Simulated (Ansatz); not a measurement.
# H3InNO radical: a ladder of functionals and wavefunction methods

One table from this session's results is given with a row withheld; the runs are named, their logs left out.

Program: Ansatz 0.2.0, Gaussian basis. Level of theory: functionals in def2-TZVPP, the program's frozen cores in correlated methods. These are calculated values, not measurements.

Plan: LDA (SPW92), PBE-D4, revPBE-D4, BLYP-D4, r2SCAN-D4, B97M-V, PBE0-D4, B3LYP-D4, r2SCANh-D4, r2SCAN0-D4, HSE06-D4, BHLYP-D4, CAM-B3LYP-D4, LC-ωPBE, ωB97X-V, ωB97M-V, B2PLYP, PBE-QIDH; CCSD(T)/def2-SVP; CCSD(T)/def2-TZVPP; MP2/def2-QZVPP; extrapolation to the limit; RPA on PBE.

**The geometry**

The geometry comes from an earlier relaxation with PBE0-D4 in a triple-zeta def2 set; it is a stationary point. In takes the def2 core potential; no spin-orbit term is included.

SMILES `[NH2][In][OH]`, 6 atoms, charge 0, spin multiplicity 2.

Atoms are counted from 1 here; the program's logs count them from 0.

Bond lengths: N1–In2 2.069 Å, N1–H4 1.014 Å, N1–H5 1.016 Å, In2–O3 2.009 Å, O3–H6 0.960 Å. Angles: In2–N1–H4 113.5°, In2–N1–H5 111.0°, H4–N1–H5 107.4°, N1–In2–O3 111.2°, In2–O3–H6 114.3°.

The first run:

in.yaml

```yaml
crystal:
  periodic: [false, false, false]
  atoms:
    - {symbol: N, position_ang: [-0.980418, -0.217813, -1.044409]}
    - {symbol: In, position_ang: [0.940941, -0.096723, -0.287382]}
    - {symbol: O, position_ang: [0.933036, -0.108067, 1.721666]}
    - {symbol: H, position_ang: [-1.044955, 0.034366, -2.024081]}
    - {symbol: H, position_ang: [-1.612183, 0.391572, -0.531923]}
    - {symbol: H, position_ang: [1.805579, -0.067234, 2.120028]}
basis:
  gaussian: {orbitals: def2-TZVPP}
magnetization: {spin_polarized: true, initial_magnetization: 1}
hamiltonian: {xc: lda}
output: {orbitals: {seedname: orbitals}}
```

Steps of the session up to this table: LDA; PBE-D4 (GGA); revPBE-D4 (GGA); BLYP-D4 (GGA); r2SCAN-D4 (meta-GGA); B97M-V (meta-GGA); PBE0-D4 (hybrid); B3LYP-D4 (hybrid); r2SCANh-D4 (hybrid); r2SCAN0-D4 (hybrid); HSE06-D4 (hybrid); BHLYP-D4 (hybrid); CAM-B3LYP-D4 (range-separated); LC-ωPBE-D4 (range-separated; the results give it without D4); ωB97X-V (range-separated); ωB97M-V (range-separated); B2PLYP (double hybrid); PBE-QIDH (double hybrid).

One table of the session follows, with a row left open; its other results are not shown here.

It belongs to the step «Orbital energies across the functionals». 

```
  functional  HOMO (eV)  LUMO (eV)  gap (eV)
 LDA (SPW92)      -5.06      -4.37      0.68
      PBE-D4      -4.90      -4.02      0.88
   revPBE-D4      -4.85      -3.89      0.96
     BLYP-D4      -4.77      -4.04      0.73
   r2SCAN-D4          ?          ?         ?
      B97M-V      -4.96      -4.12      0.84
     PBE0-D4      -6.01      -3.18      2.83
    B3LYP-D4      -5.81      -3.57      2.23
  r2SCANh-D4      -5.68      -3.44      2.24
  r2SCAN0-D4      -6.30      -3.00      3.31
    HSE06-D4      -5.62      -3.55      2.06
    BHLYP-D4      -6.97      -2.48      4.49
CAM-B3LYP-D4      -7.26      -2.38      4.88
     LC-ωPBE      -8.53      -1.00      7.53
     ωB97X-V      -8.09      -1.35      6.74
     ωB97M-V      -8.08      -1.56      6.53
```

**Question.** Estimate the row for r2SCAN-D4.

Worked estimate for «HOMO (eV)». Against the share of exact exchange, r2SCANh-D4 (0.1, -5.68), r2SCAN0-D4 (0.25, -6.30) give a slope of -4.13 per unit share; at 0 the line stands at -5.27.

As computed: HOMO (eV): -5.27; LUMO (eV): -3.74; gap (eV): 1.52. In «HOMO (eV)» the line misses by 0.00.
